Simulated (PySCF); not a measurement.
**AlSn: bond curves at several levels of theory**

The task here is to estimate one member of a computed series from the others.

Method: Al cc-pV(D+d)Z, Sn cc-pVDZ-PP with ECP28, scalar-relativistic core potentials; program: PySCF 2.14.0.

The first run:

The job is set up so:

```yaml
atoms: Al, Sn
charge: 0
basis: Al cc-pV(D+d)Z, Sn cc-pVDZ-PP with ECP28
Hamiltonian: scalar-relativistic core potentials
basis_functions: 46
electrons_treated: 35
masses_in_u: 26.9815, 119.9022
levels: PBE0, PBE, r²SCAN, r²SCANh, TPSSh, PBEsol, HF, MP2, SCS-MP2, CCSD, CCSD(T)
grid: 80 radial by 434 angular points
occupations: held fixed by the projection of orbital angular momentum
dissociation_limit: Al + Sn, each in its ground configuration
starting_distance_in_angstrom: 2.545
values_of_2S_to_try: 1, 3
```

Started as:

```sh
$ OMP_NUM_THREADS=1 python dia.py task.json out
```

Steps of the session up to this table: Input; PBE0 along the bond; Excited determinants; PBE (GGA); r²SCAN (meta-GGA); r²SCANh (hybrid meta-GGA); TPSSh; PBEsol; UHF (mean field); Adding correlation.

One of the session's tables, all rows but one given; the rest of the session is left out.

Energy (eV) from each level's lowest point:

| R (Å) | UHF | UHF-MP2 | UHF-SCS-MP2 | UHF-CCSD | UHF-CCSD(T) |
| --- | --- | --- | --- | --- | --- |
| 2.295 | 0.807 | 0.704 | 0.717 | n/a | n/a |
| 2.401 | 0.404 | 0.318 | 0.326 | 0.362 | 0.357 |
| 2.508 | 0.165 | 0.105 | 0.109 | 0.130 | 0.127 |
| 2.588 | 0.064 | 0.026 | 0.029 | 0.039 | 0.037 |
| 2.668 | ? | ? | ? | ? | ? |
| 2.748 | 0.000 | 0.013 | 0.010 | 0.002 | 0.003 |
| 2.855 | 0.027 | 0.076 | 0.069 | 0.049 | 0.053 |
| 2.988 | 0.108 | 0.204 | 0.189 | 0.159 | 0.166 |
| 3.148 | 0.244 | 0.399 | 0.373 | 0.331 | 0.343 |
| 3.362 | 0.449 | 0.689 | 0.640 | n/a | n/a |

Q: Estimate the row for R (Å) = 2.668 from the others.

Worked estimate for «UHF». A straight line through the neighbours (2.588, 0.064) and (2.748, 0.000) gives 0.064 + (0.000 − 0.064) × (2.668 − 2.588) / (2.748 − 2.588) = 0.032; a parabola fitted to 4 rows on both sides gives 0.014.

**Answer.** UHF: 0.013; UHF-MP2: 0.000; UHF-SCS-MP2: 0.000; UHF-CCSD: 0.000; UHF-CCSD(T): 0.000. In «UHF» the line misses by +0.019 and the parabola by +0.001.
